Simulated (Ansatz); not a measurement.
# CH6OSSn, SMILES [CH3][SnH]([OH])[SH]: a rigid scan of one bond length

Program: the Ansatz DFT code, driven from Python.

Notebook, run cell by cell (the value of a cell's last expression is shown):

In [1]:
```python
import ansatz as az
import matplotlib.pyplot as plt
import numpy as np

SETTINGS = {
    "basis_set": "def2-SVP",
    "functional": "pbe0",
}
```

In [2]:
```python
system = (
    az.Crystal.molecule()
    .atom("C", (-1.2336, 0.6198, -0.1186))
    .atom("Sn", (0.3272, -0.7325, 0.0828))
    .atom("O", (1.4573, -0.1649, 1.574))
    .atom("S", (1.6965, -0.7606, -1.9597))
    .atom("H", (-1.9313, 0.3421, -0.9888))
    .atom("H", (-1.8739, 0.7076, 0.8062))
    .atom("H", (-0.8443, 1.6761, -0.3348))
    .atom("H", (-0.2754, -2.3077, 0.3994))
    .atom("H", (0.8729, -0.041, 2.3934))
    .atom("H", (1.8877, 0.61, -1.8509))
)

symbols = [site.symbol for site in system.cartesian_sites]
start = np.array([site.position_ang for site in system.cartesian_sites])
axis = (start[9] - start[3]) / np.linalg.norm(start[9] - start[3])
moving = [9]
lengths, energies = [1.222, 1.277, 1.333, 1.388, 1.444, 1.499, 1.555, 1.638], []
for length in lengths:
    xyz = start.copy()
    xyz[moving] += (length - np.linalg.norm(start[9] - start[3])) * axis
    point = az.Crystal.molecule()
    for symbol, place in zip(symbols, xyz):
        point = point.atom(symbol, place.tolist())
    job = (
        point.calculation()
        .basis(gaussian=SETTINGS["basis_set"])  # the orbital basis, by name
        .functional(SETTINGS["functional"])
    )
    rep = job.run().report
    energies.append(rep["free_energy_ev"])
    print(f"r = {length:6.3f} A  E = {energies[-1]:.5f} eV  <S^2> = {abs(rep['mean_field']['state']['spin_squared']):.3f}")

# quartic fit about the minimum
fit = np.polynomial.Polynomial.fit(lengths, np.array(energies) - min(energies), 4).convert()
roots = [r.real for r in fit.deriv().roots() if abs(r.imag) < 1e-9 and fit.deriv(2)(r.real) > 0]
r_e = min(roots, key=lambda r: abs(r - lengths[int(np.argmin(energies))]))
print(f"minimum of the fit at {r_e:.4f} A, force constant {fit.deriv(2)(r_e):.2f} eV/A^2")
plt.figure(figsize=(4.5, 3))
plt.plot(lengths, np.array(energies) - min(energies), "o-")
plt.xlabel("bond length (A)")
plt.ylabel("E - E(min) (eV)")
plt.tight_layout()
plt.savefig("scan.png", dpi=100)
```
```text
r =  1.222 A  E = -19835.87408 eV  <S^2> = 0.000
r =  1.277 A  E = -19836.07159 eV  <S^2> = 0.000
r =  1.333 A  E = -19836.15201 eV  <S^2> = 0.000
r =  1.388 A  E = -19836.14130 eV  <S^2> = 0.000
r =  1.444 A  E = -19836.06195 eV  <S^2> = 0.000
r =  1.499 A  E = -19835.93418 eV  <S^2> = 0.000
r =  1.555 A  E = -19835.76714 eV  <S^2> = 0.000
r =  1.638 A  E = -19835.47359 eV  <S^2> = 0.000
minimum of the fit at 1.3524 A, force constant 26.69 eV/A^2
```

Reading the output:
- Total energies depend on the basis set; only differences at equal settings carry meaning.
- The rest of the molecule is held rigid at a force-field or estimated start geometry, and the basis set is modest; single-reference methods fail as a bond breaks.
- def2 sets replace the cores of elements past krypton by effective core potentials.
- The orbitals are restricted, so S² is zero by construction.
- Wall time of the script: 31 s on 1 thread of Arm Neoverse V2 (shared host), peak memory 0.32 GiB.
